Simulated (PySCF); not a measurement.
Input of a PySCF 2.14.0 run:

File run.py:

```python
import json
import numpy as np
from pyscf.pbc import gto, scf, dft, df

cell = gto.Cell()
cell.basis = 'pob-tzvp-rev2'
cell.fromfile('BH3Se.xyz')
cell.exp_to_discard = 0
cell.precision = 1e-08
cell.max_memory = 2520  # MB
cell.verbose = 4
cell.build()

res = {}
kpts = cell.make_kpts([1, 1, 1])
mf = dft.KRKS(cell, kpts, xc='MGGA_X_M06_L,MGGA_C_M06_L')
mf = mf.density_fit()
mf.with_df._cderi = 'cderi.h5'  # three-centre integrals saved by an earlier run on this cell, basis and mesh
mf.conv_tol = 1e-07
mf.max_cycle = 60

mf.kernel()
res.update(converged=bool(mf.converged), e_tot=mf.e_tot, nelec=cell.nelectron, nao=cell.nao, mesh=list(map(int, cell.mesh)), a=cell.lattice_vectors().tolist(), coords=cell.atom_coords().tolist(),
           mo_energy=[np.real(x).tolist() for x in mf.mo_energy], mo_occ=[np.real(x).tolist() for x in mf.mo_occ])
res.update(kpts=cell.get_scaled_kpts(kpts).tolist())
res['parts'] = {k: float(np.real(v)) for k, v in mf.scf_summary.items() if np.isscalar(v)}
json.dump(res, open('results.json', 'w'))
if not mf.converged:
    raise SystemExit('SCF not converged')

print('levels (eV)')
for i, kp in enumerate(res['kpts'][:40]):
    print('k %7.4f %7.4f %7.4f  ' % tuple(kp), ' '.join('%.3f' % (x * 27.211386) for x in res['mo_energy'][i][:26]))

# Mulliken populations
dm, s = np.asarray(mf.make_rdm1()), np.asarray(mf.get_ovlp())
sites = cell.aoslice_by_atom()[:, 2:]
tot = np.einsum('kij,kji->i', dm, s).real / len(kpts)
res['mulliken'] = [cell.atom_charge(i) - tot[a0:a1].sum() for i, (a0, a1) in enumerate(sites)]
print('Mulliken charges', np.round(res['mulliken'], 5))
res['meta_lowdin'] = mf.mulliken_meta()[1].tolist()
res['done'] = True
json.dump(res, open('results.json', 'w'))
```

The input BH3Se.xyz:

```xyz
5
Lattice="12.0000000000 0.0000000000 0.0000000000 0.0000000000 13.0000000000 0.0000000000 0.0000000000 0.0000000000 10.0000000000" Properties=species:S:1:pos:R:3 pbc="T T T"
B      6.0556440000      5.7397210000      5.0494600000
Se     7.1936160000      7.2631000000      4.8255700000
H      4.8621600000      5.9193940000      5.1477600000
H      6.5659560000      4.7225880000      5.1023000000
H      6.1717920000      8.3929040000      4.9405000000
```

Potentials or basis: pob-tzvp-rev2 (all-electron).

Command:

```sh
$ OMP_NUM_THREADS=2 python -u run.py > log
```

Problem. Estimate the meta-löwdin charges.

Solution. B -0.15; Se +0.11; H -0.00, +0.01, +0.03 e.

Problem. Predict the gap between the frontier levels.

Solution. 5.22 eV.

Caveat: this is a molecule in a periodic box at the Γ point, so its band gap is the HOMO-LUMO gap; relativity is left out, which matters for the heavier elements; the basis of atomic orbitals isn't converged, which shifts pressures, moduli and gaps; this basis is made for solids and lacks diffuse functions, so gaps of a molecule come out too wide by an eV or more.
